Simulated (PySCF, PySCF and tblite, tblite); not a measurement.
# C₄H₁₀GeS: telling isomers apart by computed NMR, part 2 of 3

PySCF and tblite. Atoms count from 0.

## 8. GFN2-xTB relaxation, isomer B, conformer 1

Job settings and geometry (Å):

```
{"job": {"xc": "GFN2-xTB", "basis": "xTB", "kind": "relax"}, "charge": 0, "multiplicity": 1}
Ge     2.173200    -0.068300     0.078200
C      0.278500    -0.582900    -0.014700
C     -0.496300     0.330300    -0.912900
C     -1.976700     0.072400    -0.652600
S     -2.173400    -0.369500     1.122500
C     -0.380600    -0.520600     1.360400
H      2.782800    -0.140900    -1.344000
H      2.279300     1.390600     0.616500
H      2.926000    -1.029300     1.032400
H      0.217800    -1.629600    -0.388000
H     -0.280900     1.394600    -0.677300
H     -0.263900     0.139900    -1.981700
H     -2.594500     0.958700    -0.879400
H     -2.317400    -0.794000    -1.262000
H     -0.150100    -1.423200     1.956100
H     -0.031200     0.376300     1.935100
```

Standard output:

```text
step      E/eV     max force
  0    -512.11097    0.957
  1    -512.18642    0.638
  2    -512.22254    0.411
  3    -512.23892    0.278
  4    -512.24837    0.277
  5    -512.25213    0.174
  6    -512.25476    0.158
  7    -512.25713    0.161
  8    -512.25944    0.164
  9    -512.26119    0.149
 10    -512.26269    0.089
 11    -512.26412    0.122
 12    -512.26536    0.100
 13    -512.26616    0.066
 14    -512.26664    0.065
 15    -512.26702    0.054
 16    -512.26744    0.056
 17    -512.26792    0.054
 18    -512.26836    0.058
 19    -512.26874    0.066
 20    -512.26913    0.063
 21    -512.26967    0.055
 22    -512.27036    0.059
 23    -512.27101    0.055
 24    -512.27151    0.055
 25    -512.27194    0.053
 26    -512.27247    0.062
 27    -512.27307    0.065
 28    -512.27356    0.055
 29    -512.27384    0.036
 30    -512.27384    0.036
 31    -512.27395    0.036
 32    -512.27432    0.029
 33    -512.27440    0.028
 34    -512.27458    0.024
 35    -512.27467    0.025
 36    -512.27479    0.025
 37    -512.27489    0.027
 38    -512.27499    0.025
 39    -512.27509    0.025
 40    -512.27521    0.029
 41    -512.27531    0.024
 42    -512.27539    0.022
 43    -512.27545    0.019
 44    -512.27551    0.019
 45    -512.27557    0.022
 46    -512.27562    0.020
 47    -512.27565    0.020
 48    -512.27568    0.018
 49    -512.27571    0.017
 50    -512.27574    0.014
 51    -512.27576    0.011
 52    -512.27578    0.012
 53    -512.27580    0.014
 54    -512.27583    0.016
 55    -512.27587    0.016
 56    -512.27591    0.020
 57    -512.27595    0.020
 58    -512.27600    0.020
 59    -512.27603    0.018
 60    -512.27606    0.017
 61    -512.27608    0.013
 62    -512.27609    0.008
 63    -512.27610    0.007
 64    -512.27610    0.009
 65    -512.27611    0.010
 66    -512.27612    0.006
 67    -512.27612    0.005
 68    -512.27612    0.004
 69    -512.27612    0.003
```

Wall time 0.31 s (1 thread of Arm Neoverse V2, shared host).

Relaxing gained 0.165 eV and moved the atoms by 0.10 Å on average (rms).

**GFN2-xTB relaxation, isomer B, conformer 2**

Job settings and geometry (Å):

```
{"job": {"xc": "GFN2-xTB", "basis": "xTB", "kind": "relax"}, "charge": 0, "multiplicity": 1}
Ge     1.806500     0.521900     0.509600
C      0.432000    -0.509100    -0.457900
C     -0.617500     0.393300    -1.038300
C     -1.598100     0.776100     0.060400
S     -1.683600    -0.607100     1.268300
C     -0.284100    -1.474400     0.489300
H      1.141600     1.291100     1.684800
H      2.885700    -0.432700     1.068100
H      2.458400     1.533200    -0.462300
H      0.943900    -1.080900    -1.252200
H     -0.183100     1.302600    -1.504300
H     -1.180900    -0.162000    -1.831100
H     -1.241500     1.676900     0.609000
H     -2.601900     0.973400    -0.349700
H     -0.684900    -2.320800    -0.089300
H      0.400100    -1.872300     1.284300
```

Standard output:

```text
step      E/eV     max force
  0    -512.08589    1.306
  1    -512.16403    0.603
  2    -512.20158    0.394
  3    -512.21778    0.287
  4    -512.22536    0.248
  5    -512.22883    0.165
  6    -512.23212    0.178
  7    -512.23556    0.173
  8    -512.23867    0.214
  9    -512.24078    0.175
 10    -512.24244    0.094
 11    -512.24436    0.146
 12    -512.24652    0.143
 13    -512.24827    0.106
 14    -512.24946    0.099
 15    -512.25058    0.103
 16    -512.25211    0.107
 17    -512.25433    0.134
 18    -512.25691    0.128
 19    -512.25893    0.111
 20    -512.26028    0.081
 21    -512.26150    0.091
 22    -512.26271    0.083
 23    -512.26370    0.095
 24    -512.26440    0.082
 25    -512.26494    0.053
 26    -512.26543    0.050
 27    -512.26586    0.051
 28    -512.26625    0.059
 29    -512.26668    0.055
 30    -512.26722    0.071
 31    -512.26784    0.074
 32    -512.26843    0.067
 33    -512.26895    0.052
 34    -512.26944    0.064
 35    -512.26995    0.058
 36    -512.27044    0.059
 37    -512.27086    0.054
 38    -512.27120    0.052
 39    -512.27147    0.044
 40    -512.27164    0.026
 41    -512.27164    0.026
 42    -512.27170    0.019
 43    -512.27178    0.014
 44    -512.27180    0.014
 45    -512.27186    0.013
 46    -512.27188    0.013
 47    -512.27190    0.012
 48    -512.27192    0.011
 49    -512.27195    0.013
 50    -512.27198    0.012
 51    -512.27200    0.015
 52    -512.27203    0.015
 53    -512.27205    0.013
 54    -512.27208    0.013
 55    -512.27211    0.013
 56    -512.27214    0.017
 57    -512.27219    0.020
 58    -512.27224    0.018
 59    -512.27229    0.019
 60    -512.27235    0.022
 61    -512.27242    0.029
 62    -512.27250    0.034
 63    -512.27260    0.031
 64    -512.27269    0.024
 65    -512.27278    0.025
 66    -512.27287    0.030
 67    -512.27299    0.037
 68    -512.27313    0.036
 69    -512.27326    0.029
 70    -512.27334    0.025
 71    -512.27340    0.026
 72    -512.27344    0.023
 73    -512.27348    0.018
 74    -512.27352    0.017
 75    -512.27356    0.020
 76    -512.27360    0.022
 77    -512.27365    0.020
 78    -512.27372    0.021
 79    -512.27382    0.028
 80    -512.27395    0.032
 81    -512.27410    0.029
 82    -512.27427    0.036
 83    -512.27448    0.040
 84    -512.27473    0.040
 85    -512.27493    0.045
 86    -512.27499    0.044
 87    -512.27520    0.023
 88    -512.27528    0.018
 89    -512.27546    0.035
 90    -512.27559    0.038
 91    -512.27569    0.021
 92    -512.27572    0.014
 93    -512.27574    0.011
 94    -512.27575    0.014
 95    -512.27577    0.013
 96    -512.27578    0.008
 97    -512.27579    0.008
 98    -512.27580    0.009
 99    -512.27582    0.015
100    -512.27583    0.015
101    -512.27585    0.011
102    -512.27587    0.012
103    -512.27588    0.014
104    -512.27590    0.012
105    -512.27591    0.010
106    -512.27592    0.005
107    -512.27592    0.006
108    -512.27593    0.008
109    -512.27593    0.006
110    -512.27594    0.004
```

Run time: 0.5 s. Hardware: 1 thread of Arm Neoverse V2, shared host.

The energy fell by 0.190 eV, and the atoms moved 0.23 Å (root mean square).

## 9. Shieldings, isomer B, conformer 1: B97-2/pcSseg-1 in dichloromethane

Job settings and geometry (Å):

```
{"job": {"xc": "B97-2", "basis": "pcSseg-1", "solvent": "dichloromethane", "kind": "nmr", "pop": false}, "charge": 0, "multiplicity": 1}
Ge     2.204321    -0.113981     0.061448
C      0.275671    -0.564386    -0.002761
C     -0.523392     0.389404    -0.882601
C     -1.986084     0.022811    -0.689372
S     -2.174677    -0.401437     1.081425
C     -0.366863    -0.482287     1.367116
H      2.821559    -0.204575    -1.296840
H      2.392964     1.281505     0.560944
H      2.952363    -1.033481     0.969802
H      0.151761    -1.581057    -0.390818
H     -0.355090     1.418697    -0.553524
H     -0.237194     0.309954    -1.933395
H     -2.668683     0.837691    -0.922075
H     -2.260763    -0.857659    -1.271819
H     -0.155915    -1.345909     1.995230
H     -0.077575     0.429220     1.895829
```

Standard output:

```text
coarse grid: 59176 points
cycle   1  E = -2633.8434816859  dE = -1.236e-01  |g| = 7.614e-01  |ddm| = 3.712e+00
cycle   2  E = -2633.8276686468  dE =  1.581e-02  |g| = 7.595e-01  |ddm| = 8.679e-01
cycle   3  E = -2633.8888169556  dE = -6.115e-02  |g| = 1.044e-01  |ddm| = 5.370e-01
cycle   4  E = -2633.8906276706  dE = -1.811e-03  |g| = 3.932e-02  |ddm| = 1.308e-01
cycle   5  E = -2633.8909886609  dE = -3.610e-04  |g| = 5.660e-03  |ddm| = 4.269e-02
cycle   6  E = -2633.8909957373  dE = -7.076e-06  |g| = 9.444e-04  |ddm| = 6.236e-03
final grid: 123336 points
cycle   7  E = -2633.8909990918  dE = -3.106e-08  |g| = 9.499e-04  |ddm| = 2.601e-03
cycle   8  E = -2633.8909989327  dE =  1.591e-07  |g| = 1.222e-03  |ddm| = 1.978e-03
cycle   9  E = -2633.8909993116  dE = -3.789e-07  |g| = 1.038e-04  |ddm| = 1.121e-03
cycle  10  E = -2633.8909993139  dE = -2.347e-09  |g| = 2.006e-05  |ddm| = 1.305e-04
cycle  11  E = -2633.8909993140  dE = -9.686e-11  |g| = 3.359e-06  |ddm| = 1.891e-05
converged SCF energy = -2633.8909993140

GIAO shielding tensors (ppm)
atom      isotropic    diamagn.    paramagn.     s11        s22        s33       span
  0 Ge    1543.556    2755.668   -1212.112   1453.981   1499.184   1677.503    223.522
  1 C      154.919     251.053     -96.134    132.414    160.298    172.045     39.632
  2 C      147.570     247.632    -100.062    118.591    157.713    166.406     47.815
  3 C      147.932     248.677    -100.745    110.752    163.773    169.271     58.518
  4 S      523.823    1055.764    -531.941    285.084    519.151    767.234    482.150
  5 C      145.139     248.503    -103.364    105.258    157.518    172.640     67.382
  6 H       28.242      29.177      -0.935     21.243     23.301     40.182     18.939
  7 H       28.629      29.335      -0.706     21.991     24.170     39.727     17.735
  8 H       28.313      29.083      -0.770     21.304     23.349     40.285     18.982
  9 H       30.365      32.340      -1.974     25.762     28.868     36.467     10.705
 10 H       30.358      31.421      -1.063     24.225     30.286     36.564     12.339
 11 H       29.417      30.818      -1.402     23.235     28.706     36.309     13.074
 12 H       28.724      28.821      -0.096     23.055     26.200     36.918     13.863
 13 H       28.815      29.629      -0.815     22.794     26.558     37.091     14.297
 14 H       28.674      29.964      -1.290     22.167     28.118     35.738     13.570
 15 H       28.959      30.684      -1.725     21.609     29.729     35.539     13.930
```

Run time: 20 s. Hardware: 1 thread of Arm Neoverse V2, shared host; peak memory 1.1 GiB.

This run: HOMO -6.07 eV, LUMO 0.84 eV; dipole 2.31 D.

## 10. Single-point energy, isomer B, conformer 1: B3LYP/def2-SVP in dichloromethane

The job, as its differences from that of step 9:

```diff
@@ -1,2 +1,2 @@
-{"job": {"xc": "B97-2", "basis": "pcSseg-1", "solvent": "dichloromethane", "kind": "nmr", "pop": false}, "charge": 0, "multiplicity": 1}
+{"job": {"xc": "B3LYP", "basis": "def2-SVP", "solvent": "dichloromethane", "kind": "sp"}, "charge": 0, "multiplicity": 1}
 Ge     2.204321    -0.113981     0.061448
```

Standard output:

```text
coarse grid: 59176 points
cycle   1  E = -2633.1502853640  dE = -8.201e-02  |g| = 4.814e-01  |ddm| = 4.112e+00
cycle   2  E = -2633.1355068460  dE =  1.478e-02  |g| = 5.658e-01  |ddm| = 9.474e-01
cycle   3  E = -2633.1889850832  dE = -5.348e-02  |g| = 6.578e-02  |ddm| = 5.403e-01
cycle   4  E = -2633.1900255414  dE = -1.040e-03  |g| = 2.419e-02  |ddm| = 1.254e-01
cycle   5  E = -2633.1901576016  dE = -1.321e-04  |g| = 5.371e-03  |ddm| = 3.086e-02
cycle   6  E = -2633.1901640761  dE = -6.475e-06  |g| = 9.218e-04  |ddm| = 7.376e-03
final grid: 123336 points
cycle   7  E = -2633.1901665394  dE =  7.806e-08  |g| = 1.166e-03  |ddm| = 3.549e-03
cycle   8  E = -2633.1901662214  dE =  3.179e-07  |g| = 1.597e-03  |ddm| = 2.984e-03
cycle   9  E = -2633.1901669029  dE = -6.815e-07  |g| = 9.268e-05  |ddm| = 1.676e-03
cycle  10  E = -2633.1901669053  dE = -2.328e-09  |g| = 1.150e-05  |ddm| = 1.452e-04
cycle  11  E = -2633.1901669053  dE = -3.047e-11  |g| = 4.076e-06  |ddm| = 1.649e-05
converged SCF energy = -2633.1901669053
```

Run time: 8.3 s. Hardware: 1 thread of Arm Neoverse V2, shared host.

In short: HOMO -5.84 eV, LUMO 0.97 eV; dipole 1.92 D.

## 11. Shieldings, isomer B, conformer 2: B97-2/pcSseg-1 in dichloromethane

Job settings and geometry (Å):

```
{"job": {"xc": "B97-2", "basis": "pcSseg-1", "solvent": "dichloromethane", "kind": "nmr", "pop": false}, "charge": 0, "multiplicity": 1}
Ge     1.739411     0.556414     0.588577
C      0.445080    -0.544673    -0.450957
C     -0.634483     0.303155    -1.112008
C     -1.492287     0.848873     0.014452
S     -1.560677    -0.461400     1.291450
C     -0.307224    -1.493207     0.462749
H      1.206347     0.985947     1.912733
H      2.982390    -0.235617     0.841281
H      2.118225     1.778231    -0.188556
H      0.994096    -1.116533    -1.206577
H     -0.208005     1.118862    -1.700700
H     -1.240978    -0.320509    -1.775344
H     -1.036681     1.731885     0.468928
H     -2.508788     1.085559    -0.293576
H     -0.823688    -2.279092    -0.093062
H      0.319663    -1.948954     1.229199
```

Standard output:

```text
coarse grid: 59176 points
cycle   1  E = -2633.8400415923  dE = -1.002e-01  |g| = 7.594e-01  |ddm| = 3.709e+00
cycle   2  E = -2633.8252231548  dE =  1.482e-02  |g| = 7.528e-01  |ddm| = 8.541e-01
cycle   3  E = -2633.8845189235  dE = -5.930e-02  |g| = 1.053e-01  |ddm| = 5.315e-01
cycle   4  E = -2633.8863536524  dE = -1.835e-03  |g| = 4.119e-02  |ddm| = 1.324e-01
cycle   5  E = -2633.8867461553  dE = -3.925e-04  |g| = 5.515e-03  |ddm| = 4.340e-02
cycle   6  E = -2633.8867526514  dE = -6.496e-06  |g| = 1.075e-03  |ddm| = 6.275e-03
final grid: 123336 points
cycle   7  E = -2633.8867653525  dE = -5.134e-08  |g| = 1.041e-03  |ddm| = 2.887e-03
cycle   8  E = -2633.8867652326  dE =  1.200e-07  |g| = 1.234e-03  |ddm| = 2.249e-03
cycle   9  E = -2633.8867656092  dE = -3.766e-07  |g| = 1.343e-04  |ddm| = 1.205e-03
cycle  10  E = -2633.8867656134  dE = -4.247e-09  |g| = 1.874e-05  |ddm| = 1.595e-04
cycle  11  E = -2633.8867656135  dE = -9.823e-11  |g| = 4.541e-06  |ddm| = 1.961e-05
converged SCF energy = -2633.8867656135

GIAO shielding tensors (ppm)
atom      isotropic    diamagn.    paramagn.     s11        s22        s33       span
  0 Ge    1549.744    2756.732   -1206.987   1441.590   1523.189   1684.454    242.864
  1 C      152.722     248.306     -95.583    134.769    154.979    168.418     33.649
  2 C      148.005     246.953     -98.949    125.687    149.927    168.400     42.713
  3 C      150.174     250.632    -100.458    113.184    163.941    173.396     60.212
  4 S      545.356    1056.392    -511.036    300.561    528.376    807.131    506.569
  5 C      145.863     249.220    -103.356    114.388    156.894    166.308     51.920
  6 H       28.100      29.381      -1.280     20.081     25.749     38.472     18.391
  7 H       28.501      29.564      -1.063     21.670     23.056     40.778     19.107
  8 H       28.641      29.701      -1.060     21.528     23.941     40.453     18.925
  9 H       29.398      31.153      -1.756     24.651     26.455     37.088     12.437
 10 H       29.471      30.480      -1.009     24.710     27.058     36.646     11.936
 11 H       29.838      30.321      -0.483     24.324     26.963     38.226     13.902
 12 H       28.889      30.657      -1.768     25.320     25.720     35.628     10.308
 13 H       28.666      29.123      -0.458     22.746     26.088     37.162     14.416
 14 H       28.550      29.992      -1.442     21.773     26.501     37.377     15.603
 15 H       28.848      30.245      -1.396     24.131     26.631     35.782     11.651
```

It took 20 s on 1 thread of Arm Neoverse V2, shared host; peak memory 1.1 GiB.

Key values: HOMO -6.09 eV, LUMO 0.90 eV; dipole 2.68 D.

## 12. Single-point energy, isomer B, conformer 2: B3LYP/def2-SVP in dichloromethane

The job, as its differences from that of step 11:

```diff
@@ -1,2 +1,2 @@
-{"job": {"xc": "B97-2", "basis": "pcSseg-1", "solvent": "dichloromethane", "kind": "nmr", "pop": false}, "charge": 0, "multiplicity": 1}
+{"job": {"xc": "B3LYP", "basis": "def2-SVP", "solvent": "dichloromethane", "kind": "sp"}, "charge": 0, "multiplicity": 1}
 Ge     1.739411     0.556414     0.588577
```

Standard output:

```text
coarse grid: 59176 points
cycle   1  E = -2633.1462668630  dE = -5.877e-02  |g| = 4.799e-01  |ddm| = 4.123e+00
cycle   2  E = -2633.1320170337  dE =  1.425e-02  |g| = 5.617e-01  |ddm| = 9.434e-01
cycle   3  E = -2633.1843930742  dE = -5.238e-02  |g| = 6.798e-02  |ddm| = 5.415e-01
cycle   4  E = -2633.1855027161  dE = -1.110e-03  |g| = 2.449e-02  |ddm| = 1.268e-01
cycle   5  E = -2633.1856353026  dE = -1.326e-04  |g| = 5.341e-03  |ddm| = 3.024e-02
cycle   6  E = -2633.1856415695  dE = -6.267e-06  |g| = 9.281e-04  |ddm| = 7.702e-03
final grid: 123336 points
cycle   7  E = -2633.1856739728  dE =  6.945e-09  |g| = 1.086e-03  |ddm| = 3.636e-03
cycle   8  E = -2633.1856737689  dE =  2.039e-07  |g| = 1.400e-03  |ddm| = 2.811e-03
cycle   9  E = -2633.1856742834  dE = -5.145e-07  |g| = 1.080e-04  |ddm| = 1.515e-03
cycle  10  E = -2633.1856742865  dE = -3.176e-09  |g| = 1.160e-05  |ddm| = 1.610e-04
cycle  11  E = -2633.1856742866  dE = -3.547e-11  |g| = 4.776e-06  |ddm| = 1.778e-05
converged SCF energy = -2633.1856742866
```

Run time: 8.4 s. Hardware: 1 thread of Arm Neoverse V2, shared host.

Key values: HOMO -5.88 eV, LUMO 0.95 eV; dipole 2.37 D.

## 13. The ensemble, isomer B: properties at B97-2/pcSseg-1 in dichloromethane

Job settings and geometry (Å):

```
{"job": {"study": "conf", "smiles": "[GeH3][C@@H]1CCSC1", "search": {"seed": 56, "n_embed": 60, "ff_keep": 14, "window": 2.5, "nmax": 6, "temps": [250, 298.15, 350], "t_ref": 298.15, "order": 0.002}, "level": {"nmr": {"xc": "B97-2", "basis": "pcSseg-1", "solvent": "dichloromethane"}, "sp": {"xc": "B3LYP", "basis": "def2-SVP", "solvent": "dichloromethane"}}, "kind": "conf"}, "charge": 0, "multiplicity": 1}
Ge     2.204321    -0.113981     0.061448
C      0.275671    -0.564386    -0.002761
C     -0.523392     0.389404    -0.882601
C     -1.986084     0.022811    -0.689372
S     -2.174677    -0.401437     1.081425
C     -0.366863    -0.482287     1.367116
H      2.821559    -0.204575    -1.296840
H      2.392964     1.281505     0.560944
H      2.952363    -1.033481     0.969802
H      0.151761    -1.581057    -0.390818
H     -0.355090     1.418697    -0.553524
H     -0.237194     0.309954    -1.933395
H     -2.668683     0.837691    -0.922075
H     -2.260763    -0.857659    -1.271819
H     -0.155915    -1.345909     1.995230
H     -0.077575     0.429220     1.895829
```

Standard output:

```text
conformer  sym    E(xTB)   E(DFT)   G(298.15 K)  weight  dipole/D
    1     C1      0.000    0.000    0.000   0.9633    1.915
    2     C1      0.004    1.640    1.936   0.0367    2.373

mean shielding (ppm) by class
class atoms           250 K   298.15 K      350 K
  0 Ge 0           1543.696   1543.783   1543.882
  1 C  1            154.869    154.838    154.803
  2 C  2             147.58    147.586    147.593
  3 C  3            147.983    148.014     148.05
  4 S  4             524.31    524.614    524.958
  5 C  5            145.155    145.165    145.177
  6 H  6,7,8         28.395     28.395     28.396
  7 H  9             30.344      30.33     30.314
  8 H  10            30.338     30.326     30.312
  9 H  11            29.426     29.432     29.439
 10 H  12            28.728      28.73     28.733
 11 H  13            28.811     28.809     28.807
 12 H  14            28.672      28.67     28.668
 13 H  15            28.957     28.955     28.954
```

Run time: 59 s. Hardware: 1 thread of Arm Neoverse V2, shared host. This counts the runs that the step sums up.

The search (ETKDG, UFF, GFN2-xTB) embedded 60 structures, kept 2 distinct ones after the force field and 2 after xTB; 2 were carried on (window 2.5 kcal/mol at the search's own energies). Energies: B3LYP/def2-SVP in dichloromethane with D3(BJ).

The conformers at 298 K:

```csv
no.,group,mirror pair,ΔE xTB,ΔE DFT,ΔG,weight (%),μ (D),"A, B, C (GHz)"
1,C1,no,0.00,0.00,0.00,96.3,1.92,"5.18, 0.85, 0.76"
2,C1,no,0.00,1.64,1.94,3.7,2.37,"3.37, 1.19, 1.12"
```

Energies in kcal/mol. ΔG holds xTB vibrations and rotation, symmetry numbers and mirror pairs.

Weights (%) by temperature:

```csv
no.,250 K,298 K,350 K
1,97.7,96.3,94.7
2,2.3,3.7,5.3
```

Other ways of weighting, at the same temperature:

```csv
scheme,1,2,mean μ (D)
DFT free energy,96,4,1.93
"DFT energy, symmetry counted",94,6,1.94
DFT energy alone,94,6,1.94
"xTB energy, symmetry counted",50,50,2.14
xTB free energy,62,38,2.09
lowest conformer only,100,0,1.92
equal weights,50,50,2.14
```

Shifts against references run at the same level (1H TMS 31.80, 13C TMS 187.0 ppm of shielding), by class of atoms, at 298 K:

```csv
atoms,environment,no. 1,no. 2,average
C5,sp3 CH2 bonded to S,41.8,41.1,41.8
C2,sp3 CH2 in a ring,39.4,39.0,39.4
C3,sp3 CH2 bonded to S,39.0,36.8,39.0
C1,sp3 CH bonded to Ge,32.0,34.2,32.1
"H6, H7, H8",hydrogen on a germanium bonded to C,3.41,3.39,3.41
H14,hydrogen on an sp3 CH2 bonded to S,3.13,3.25,3.13
H12,hydrogen on an sp3 CH2 bonded to S,3.08,2.91,3.07
H13,hydrogen on an sp3 CH2 bonded to S,2.99,3.13,2.99
H15,hydrogen on an sp3 CH2 bonded to S,2.84,2.95,2.85
H11,hydrogen on an sp3 CH2 in a ring,2.38,1.96,2.37
H10,hydrogen on an sp3 CH2 in a ring,1.44,2.33,1.47
H9,hydrogen on an sp3 CH bonded to Ge,1.43,2.40,1.47
Ge0,"germanium bonded to C, 3 H",1544 (σ),1550 (σ),1544 (σ)
S4,sulfide sulfur,524 (σ),545 (σ),525 (σ)
```

Effective distances for nuclear Overhauser effects, ⟨r⁻⁶⟩^(−1/6) over all pairs of two classes (Å): H10···H11 1.77; H12···H13 1.78; H14···H15 1.78; H10···H12 2.41; H9···H14 2.42; H11···H13 2.43; H9···H11 2.47; H10···H15 2.67.

[end of part 2 of 3]
